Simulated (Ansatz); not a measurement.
# One shape, several levels: doublet [Si2F6]+

We compute a comparison of 6 runs (UHF/STO-3G, UHF/3-21G, UCAM-B3LYP/def2-SVP, UPBE/def2-SVP, UPBE0/def2-SVP, UCCSD/def2-SVP) of doublet [Si2F6]+. 

The results are computed with Ansatz 0.2.0.

19 further runs of the same task are left out: 19 set aside as unsound or not needed. Runs told in other sessions of the task aren't counted.

## (1) The molecule

[Si2F6]+ has 8 atoms, charge +1, and is taken as a doublet. As SMILES of the parent species, `F[Si](F)(F)[Si](F)(F)F`. Geometry: relaxed at PBE0-D4/def2-TZVP. That shape belongs to the parent species and isn't relaxed for this state.

Bond lengths: F1–Si2 1.574 Å, Si2–F3 1.574 Å, Si2–F4 1.574 Å, Si2–Si5 2.330 Å, Si5–F6 1.574 Å, Si5–F7 1.574 Å, Si5–F8 1.574 Å. Some angles: F1–Si2–F3 108.3°, F1–Si2–F4 108.3°, F1–Si2–Si5 110.6°, F3–Si2–F4 108.3°, F3–Si2–Si5 110.6°, F4–Si2–Si5 110.6°, Si2–Si5–F6 110.6°, Si2–Si5–F7 110.6°, Si2–Si5–F8 110.6°, F6–Si5–F7 108.3°.

## (2) The energy at UHF/STO-3G (run 1)

Contents of input.yaml:

```yaml
basis:
  gaussian: {orbitals: STO-3G}
crystal:
  periodic: [false, false, false]
  atoms:
    - {symbol: F, position_ang: [0.360870, -1.835490, 1.275760]}
    - {symbol: Si, position_ang: [0.788530, -0.848100, 0.126890]}
    - {symbol: F, position_ang: [0.934470, -1.673030, -1.205730]}
    - {symbol: F, position_ang: [2.195680, -0.244350, 0.491690]}
    - {symbol: Si, position_ang: [-0.788750, 0.847840, -0.127190]}
    - {symbol: F, position_ang: [-0.943620, 1.663720, 1.209990]}
    - {symbol: F, position_ang: [-0.353860, 1.843300, -1.266340]}
    - {symbol: F, position_ang: [-2.193320, 0.246130, -0.505090]}
total_charge: 1
magnetization: {spin_polarized: true, initial_magnetization: 1}
hamiltonian: {xc: hf}
accuracy: high
output: {orbitals: {seedname: orbitals}}
```

Run with:

```console
$ ansatz run input.yaml --threads 1 --pin off --max-ram 3480MiB --events-out events.jsonl --progress --plain --runs-dir runs
```

What it wrote:

```text
Warning: RAYON_NUM_THREADS=1 ignored (pool sized by the plan → 1); use --threads N
Functional definition: HF
  name "HF"
  exchange = exact_x
  correlation = 0
1043 factors; integrals over basis functions are off by at most 4.0e-8 eV
mean field evaluation 1: about -31534.8450 eV, gradient 3.4e1 eV
mean field evaluation 2: about -31534.9628 eV, gradient 3.5e1 eV
mean field evaluation 4: about -31545.3746 eV, gradient 2.0e0 eV
mean field evaluation 8: about -31545.4531 eV, gradient 1.7e-3 eV
mean field evaluation 16: about -31541.4201 eV, gradient 1.2e0 eV
mean field evaluation 32: about -31542.0535 eV, gradient 2.4e0 eV
mean field -31545.45306738 eV, -1159.2740179503 hartree, gradient 1.3e-8 eV, S^2 0.790219; 0 other end points of the search recorded, 0 dependent functions left out
reference -31545.45306738 eV, -1159.2740179503 hartree; 41, 40 occupied and 7, 8 virtual orbitals, 1043 factors
Total energy: -31545.45306738 eV, -1159.2740179503 hartree
```

Wall time 2.1 s (1 thread of Intel Xeon 6975P-C (Granite Rapids), shared host); peak memory 0.18 GiB.

## (3) The energy at UHF/3-21G (run 2)

Contents of run.yaml:

```yaml
crystal:
  periodic: [false, false, false]
  atoms:
    - symbol: F
      position_ang: [0.360870, -1.835490, 1.275760]
    - symbol: Si
      position_ang: [0.788530, -0.848100, 0.126890]
    - symbol: F
      position_ang: [0.934470, -1.673030, -1.205730]
    - symbol: F
      position_ang: [2.195680, -0.244350, 0.491690]
    - symbol: Si
      position_ang: [-0.788750, 0.847840, -0.127190]
    - symbol: F
      position_ang: [-0.943620, 1.663720, 1.209990]
    - symbol: F
      position_ang: [-0.353860, 1.843300, -1.266340]
    - symbol: F
      position_ang: [-2.193320, 0.246130, -0.505090]
basis:
  gaussian: {orbitals: 3-21G.json}
total_charge: 1
magnetization: {spin_polarized: true, initial_magnetization: 1}
hamiltonian: {xc: hf}
accuracy: high
output: {orbitals: {seedname: orbitals}}
```

The basis set 3-21G is read from a file made from the Basis Set Exchange's data (not shown).

Run with:

```console
$ ansatz run run.yaml --threads 1 --pin off --max-ram 3480MiB --events-out events.jsonl --progress --plain --runs-dir runs
```

What it wrote:

```text
Warning: RAYON_NUM_THREADS=1 ignored (pool sized by the plan → 1); use --threads N
Functional definition: HF
  name "HF"
  exchange = exact_x
  correlation = 0
1720 factors; integrals over basis functions are off by at most 2.1e-8 eV
mean field evaluation 1: about -31777.0493 eV, gradient 4.7e1 eV
mean field evaluation 2: about -31777.0623 eV, gradient 4.7e1 eV
mean field evaluation 4: about -31785.1780 eV, gradient 1.9e0 eV
mean field evaluation 8: about -31785.2137 eV, gradient 1.3e-1 eV
mean field -31785.21399097 eV, -1168.0850693765 hartree, gradient 4.4e-8 eV, S^2 0.765073; 0 other end points of the search recorded, 0 dependent functions left out
reference -31785.21399097 eV, -1168.0850693765 hartree; 41, 40 occupied and 39, 40 virtual orbitals, 1720 factors
Total energy: -31785.21399097 eV, -1168.0850693765 hartree
```

It took 2.4 s on 1 thread of Intel Xeon 6975P-C (Granite Rapids), shared host; peak memory 0.37 GiB.

## (4) The energy at UCAM-B3LYP/def2-SVP (run 3)

Contents of job.yaml:

```yaml
crystal:
  periodic: [false, false, false]
  atoms:
    - {symbol: F, position_ang: [0.360870, -1.835490, 1.275760]}
    - {symbol: Si, position_ang: [0.788530, -0.848100, 0.126890]}
    - {symbol: F, position_ang: [0.934470, -1.673030, -1.205730]}
    - {symbol: F, position_ang: [2.195680, -0.244350, 0.491690]}
    - {symbol: Si, position_ang: [-0.788750, 0.847840, -0.127190]}
    - {symbol: F, position_ang: [-0.943620, 1.663720, 1.209990]}
    - {symbol: F, position_ang: [-0.353860, 1.843300, -1.266340]}
    - {symbol: F, position_ang: [-2.193320, 0.246130, -0.505090]}
basis:
  gaussian: {orbitals: def2-SVP}
total_charge: 1
magnetization: {spin_polarized: true, initial_magnetization: 1}
hamiltonian: {xc: {name: CAM-B3LYP}}
accuracy: high
output: {orbitals: {seedname: orbitals}}
```

Run with:

```console
$ ansatz run job.yaml --threads 1 --pin off --max-ram 3480MiB --events-out events.jsonl --progress --plain --runs-dir runs
```

What it wrote:

```text
Warning: RAYON_NUM_THREADS=1 ignored (pool sized by the plan → 1); use --threads N
Functional definition: CAM-B3LYP
  name "CAM-B3LYP"
  parameter alpha = 0.19
  parameter beta = 0.46
  parameter omega = 0.33/bohr
  parameter ac = 0.81
  exchange = (1 - alpha - beta)*b88_x + beta*b88_x_sr(omega) + alpha*exact_x + beta*exact_x_lr(omega)
  correlation = (1 - ac)*vwn5_c + ac*lyp_c
2386 factors; integrals over basis functions are off by at most 3.3e-9 eV
453 factors; integrals over basis functions are off by at most 1.7e-9 eV
mean field evaluation 1: about -32018.2044 eV, gradient 6.6e1 eV
mean field evaluation 2: about -32002.2545 eV, gradient 9.9e1 eV
mean field evaluation 4: about -32032.1414 eV, gradient 7.1e-1 eV
mean field evaluation 8: about -32032.3415 eV, gradient 4.8e-2 eV
mean field evaluation 16: about -32032.3415 eV, gradient 9.6e-5 eV
mean field -32032.34151232 eV, -1177.1668382768 hartree, gradient 5.3e-8 eV, S^2 0.754186; 0 other end points of the search recorded, 0 dependent functions left out
reference -32032.34153043 eV, -1177.1668389423 hartree; 41, 40 occupied and 79, 80 virtual orbitals, 2386 factors
Total energy: -32032.34153043 eV, -1177.1668389423 hartree
```

It took 16 s on 1 thread of Intel Xeon 6975P-C (Granite Rapids), shared host; peak memory 0.9 GiB.

Runs 4 to 5 aren't shown in full; the table further down has their settings and results.

## (5) The energy at UCCSD/def2-SVP (run 6)

Contents of job.yaml:

```yaml
crystal:
  periodic: [false, false, false]
  atoms:
    - symbol: F
      position_ang: [0.360870, -1.835490, 1.275760]
    - symbol: Si
      position_ang: [0.788530, -0.848100, 0.126890]
    - symbol: F
      position_ang: [0.934470, -1.673030, -1.205730]
    - symbol: F
      position_ang: [2.195680, -0.244350, 0.491690]
    - symbol: Si
      position_ang: [-0.788750, 0.847840, -0.127190]
    - symbol: F
      position_ang: [-0.943620, 1.663720, 1.209990]
    - symbol: F
      position_ang: [-0.353860, 1.843300, -1.266340]
    - symbol: F
      position_ang: [-2.193320, 0.246130, -0.505090]
basis:
  gaussian:
    orbitals: def2-SVP
total_charge: 1
magnetization:
  spin_polarized: true
  initial_magnetization: 1
correlation:
  method: ccsd
  frozen_orbitals: {F: 1, Si: 5}
accuracy: high
scf:
  omitted_lower_state_checks: [cluster_reference, increment]
```

Run with:

```console
$ ansatz run job.yaml --threads 1 --pin off --max-ram 3480MiB --events-out events.jsonl --progress --plain --runs-dir runs
```

What it wrote, shortened:

```text
Warning: RAYON_NUM_THREADS=1 ignored (pool sized by the plan → 1); use --threads N
Functional definition: HF
  name "HF"
[...]
2386 factors; integrals over basis functions are off by at most 3.3e-9 eV
[...]
mean field -31938.66881775 eV, -1173.7244302452 hartree, gradient 4.9e-8 eV, S^2 0.757858; 0 other end points of the search recorded, 0 dependent functions left out
16 core orbitals not correlated: weight in the atoms' cores, before any rotation towards them, 1.000 or more for the frozen orbitals, at most 0.000 for the correlated occupied ones
reference -31938.66881775 eV, -1173.7244302452 hartree; 25, 24 occupied and 79, 80 virtual orbitals, 2386 factors
second order -35.16166549 eV of doubles, -0.00000000 eV of singles
cycle   1  -34.32683467 eV  change    8.3e-1 eV  update   1.7e-1
[...]
cycle  24  -35.34824272 eV  change  -2.3e-10 eV  update   3.4e-9
Total energy: -31974.01706048 eV, -1175.0234542053 hartree
Checks for a lower state left out: cluster_reference, increment
```

It took 2.8 min on 1 thread of Intel Xeon 6975P-C (Granite Rapids), shared host; peak memory 2.9 GiB.

## (6) All runs side by side

| run | level | frozen core orbitals | energy (Eh) | HOMO energy (eV) | LUMO energy (eV) | ⟨S²⟩ | wall time |
| --- | --- | --- | --- | --- | --- | --- | --- |
| 1 | UHF/STO-3G | – | -1159.274018 | -16.81 | -7.73 | 0.790 | 2.1 s |
| 2 | UHF/3-21G | – | -1168.085069 | -22.16 | -12.88 | 0.765 | 2.4 s |
| 3 | UCAM-B3LYP/def2-SVP | – | -1177.166839 | -19.50 | -14.05 | 0.754 | 16 s |
| 4 | UPBE/def2-SVP | – | -1176.453420 | -16.02 | -15.18 | 0.751 | 13 s |
| 5 | UPBE0/def2-SVP | – | -1176.479476 | -18.12 | -15.02 | 0.753 | 13 s |
| 6 | UCCSD/def2-SVP | 16 | -1175.023454 | – | – | 0.758 | 2.8 min |

## (7) What came out

| quantity | value |
| --- | --- |
| run 6: total energy | -1175.02345 Eh |
| run 6: correlation energy (16 core orbitals frozen) | -1299.0 mEh |
| run 6: ⟨S²⟩ of the reference determinant | 0.758 |
| run 6: T1 diagnostic | 0.019 |

**Reading.** Totals of different functionals can't be ranked against each other. In run 1 the basis is minimal, so the values are rough. All runs together took 3.6 min, the longest 2.8 min.
